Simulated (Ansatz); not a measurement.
## Molecular dynamics of WC

Input:

```yaml
accuracy: low
crystal:
  lattice:
    - [-2.90158, -5.025684, 0.0]
    - [4.35237, -2.512842, 0.0]
    - [0.0, 0.0, 5.67734]
  atoms:
    - { symbol: W, position: [0.75, 0.5, 0.0] }
    - { symbol: C, position: [0.5, 0.6666667, 0.25] }
    - { symbol: W, position: [0.75, 0.5, 0.5] }
    - { symbol: C, position: [0.5, 0.6666667, 0.75] }
    - { symbol: W, position: [0.5, 0.0, 0.0] }
    - { symbol: C, position: [0.25, 0.1666667, 0.25] }
    - { symbol: W, position: [0.5, 0.0, 0.5] }
    - { symbol: C, position: [0.25, 0.1666667, 0.75] }
    - { symbol: W, position: [0.25, 0.5, 0.0] }
    - { symbol: C, position: [0.0, 0.6666667, 0.25] }
    - { symbol: W, position: [0.25, 0.5, 0.5] }
    - { symbol: C, position: [0.0, 0.6666667, 0.75] }
    - { symbol: W, position: [0.0, 0.0, 0.0] }
    - { symbol: C, position: [0.75, 0.1666667, 0.25] }
    - { symbol: W, position: [0.0, 0.0, 0.5] }
    - { symbol: C, position: [0.75, 0.1666667, 0.75] }
basis:
  ecutwfc: 420.0
kpoints:
  mp_grid: { grid: [2, 2, 2] }
hamiltonian:
  xc: lda
  pseudopotentials: { kind: paw, azcp: { folder: soft_1 } }
scf:
  occupations: { method: fermi_dirac, width: 0.36 }
  lower_state_search: "off"
md:
  timestep: 0.75
  n_steps: 210
  ensemble: nvt_langevin
  temperature: 4200.0
  initial_velocities: maxwell_boltzmann
  seed: 497209
  friction: 0.02
```

Launched with:

```bash
$ ansatz run input.yaml --threads 1 --pin off --max-ram 3072MiB --backend cpu --events-out ev --progress --plain --runs-dir out
```

It starts from an unrelaxed structure (largest force component 0.06 eV/Å).

Output, in part (step lines):

```
md step     0: t =     0.00 fs  T =  3937.5 K  F+E_penalty+E_count = -82993.46298101 eV  E_kin = 8.143380 eV  (9 SCF iters)
md step     1: t =     0.75 fs  T =  3516.2 K  F+E_penalty+E_count = -82993.42785381 eV  E_kin = 7.272104 eV  (6 SCF iters)
md step     2: t =     1.50 fs  T =  3408.8 K  F+E_penalty+E_count = -82993.33173801 eV  E_kin = 7.050013 eV  (6 SCF iters)
md step     3: t =     2.25 fs  T =  3269.4 K  F+E_penalty+E_count = -82993.17310306 eV  E_kin = 6.761662 eV  (6 SCF iters)
md step     4: t =     3.00 fs  T =  3240.8 K  F+E_penalty+E_count = -82992.94889611 eV  E_kin = 6.702396 eV  (6 SCF iters)
md step     5: t =     3.75 fs  T =  3426.5 K  F+E_penalty+E_count = -82992.65592951 eV  E_kin = 7.086484 eV  (5 SCF iters)
md step     6: t =     4.50 fs  T =  3278.3 K  F+E_penalty+E_count = -82992.29369018 eV  E_kin = 6.780005 eV  (5 SCF iters)
md step     7: t =     5.25 fs  T =  2889.1 K  F+E_penalty+E_count = -82991.87978272 eV  E_kin = 5.975222 eV  (5 SCF iters)
[... lines left out ...]
md step   209: t =   156.75 fs  T =  4812.9 K  F+E_penalty+E_count = -82984.99271213 eV  E_kin = 9.953753 eV  (5 SCF iters)
md step   210: t =   157.50 fs  T =  5109.8 K  F+E_penalty+E_count = -82984.82763675 eV  E_kin = 10.567839 eV  (6 SCF iters)
```

The steps, from the saved trajectory:

| time (fs) | T (K) | potential energy less start (eV) |
| --- | --- | --- |
| 0.0 | 3938 | 0.000 |
| 5.2 | 2889 | 1.583 |
| 10.5 | 2409 | 4.804 |
| 15.8 | 2151 | 5.548 |
| 21.0 | 3018 | 4.024 |
| 26.2 | 3188 | 4.155 |
| 31.5 | 2478 | 6.422 |
| 36.8 | 2016 | 7.777 |
| 42.0 | 2659 | 6.754 |
| 47.2 | 3837 | 5.054 |
| 52.5 | 4061 | 5.389 |
| 57.8 | 3437 | 7.076 |
| 63.0 | 3390 | 8.094 |
| 68.2 | 3465 | 8.020 |
| 73.5 | 3950 | 7.817 |
| 78.8 | 4659 | 8.257 |
| 84.0 | 3492 | 10.050 |
| 89.2 | 2929 | 10.767 |
| 94.5 | 3675 | 8.867 |
| 99.8 | 4552 | 7.305 |
| 105.0 | 3670 | 8.389 |
| 110.2 | 3637 | 8.866 |
| 115.5 | 4217 | 7.460 |
| 120.8 | 4829 | 6.336 |
| 126.0 | 4649 | 6.867 |
| 131.2 | 3977 | 8.409 |
| 136.5 | 3827 | 7.972 |
| 141.8 | 4341 | 6.789 |
| 147.0 | 4096 | 7.015 |
| 152.2 | 4353 | 7.842 |
| 157.5 | 5110 | 8.635 |

All steps were run. A run of 0.16 ps of so small a system gives no equilibrium averages. Limits of this set-up: coarse k mesh, PAW files made for another functional, low accuracy level.

Mean squared displacements from the first frame to the last, about the centre of mass: W 0.03 Å², C 0.08 Å².

Last frame:

```xyz
16
Lattice="-2.9016 -5.0257 0.0000 4.3524 -2.5128 0.0000 0.0000 0.0000 5.6773" Properties=species:S:1:pos:R:3
W 0.094 -5.229 -0.078
C 1.457 -4.383 1.589
W 0.318 -5.161 2.867
C 1.623 -4.529 4.438
W -1.390 -2.665 0.020
C 0.175 -1.833 1.357
W -1.393 -2.670 2.565
C 0.017 -1.937 4.424
W 1.751 -2.447 -0.067
C 3.120 -1.907 1.507
W 1.753 -2.680 2.760
C 3.062 -1.762 4.282
W 0.360 -0.171 -0.214
C -1.167 -4.683 1.448
W 0.182 -0.202 2.955
C -1.519 -4.013 4.231
```

The run took 15 min on 1 thread of Arm Neoverse V2, with other jobs on the host, peak memory 0.51 GiB.
